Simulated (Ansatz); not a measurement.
CH₁₀AsBSi, SMILES [SiH3]C[BH2-][AsH3+], a single point in a Gaussian basis

With Ansatz's Python interface.

Notebook, run cell by cell (the value of a cell's last expression is shown):

In [1]:
```python
import ansatz as az
```

In [2]:
```python
GEOMETRY = '''
Si    2.26290   -0.24670   -0.18860
C     0.50050    0.24590   -0.57510
B    -0.48810   -0.25220    0.58290
As   -2.41130    0.29980    0.13540
H     3.14670    0.22230   -1.26590
H     2.35290   -1.71080   -0.08460
H     2.67650    0.36340    1.08390
H     0.44590    1.35100   -0.66190
H     0.20230   -0.21070   -1.54170
H    -0.44130   -1.43980    0.67790
H    -0.17930    0.23990    1.62410
H    -2.26560    1.85520    0.06840
H    -3.17820   -0.27620    1.37020
H    -2.62380   -0.44100   -1.22510
'''

ch10asbsi = az.Crystal.molecule()
for line in GEOMETRY.strip().splitlines():
    symbol, *xyz = line.split()
    ch10asbsi = ch10asbsi.atom(symbol, [float(v) for v in xyz])
```

In [3]:
```python
base = (
    ch10asbsi.calculation()
    .basis(gaussian='cc-pVDZ')
    .functional('b3lyp', dispersion='d4')
)
out = base.run(threads=1)
summary = out.report

summary['reference_energy_ev']
```
Out [3]:
```text
-70594.47058136517
```

In [4]:
```python
print(f'E = {summary["free_energy_ev"]:.6f} eV = {summary["free_energy_ev"] / 27.211386246:.7f} Ha')
print('converged:', summary['converged'], ' doubts:', summary['published_state_doubts'] or 'none')
```
```text
E = -70594.978738 eV = -2594.3176176 Ha
converged: True  doubts: none
```

Notes:
- Total energies depend on the basis set; only differences at equal settings carry meaning.
- The geometry is a force-field or estimated start, not a minimum of this method, and the basis set is short of its limit.
- b3lyp holds the VWN-RPA fit, as in Gaussian; the form of ORCA and Turbomole is b3lyp5.
- It ran for 8.4 s on 1 thread of Arm Neoverse V1, with other jobs on the host, peak memory 0.35 GiB.

(Lines on the test bed's own set-up are left out of the output.)
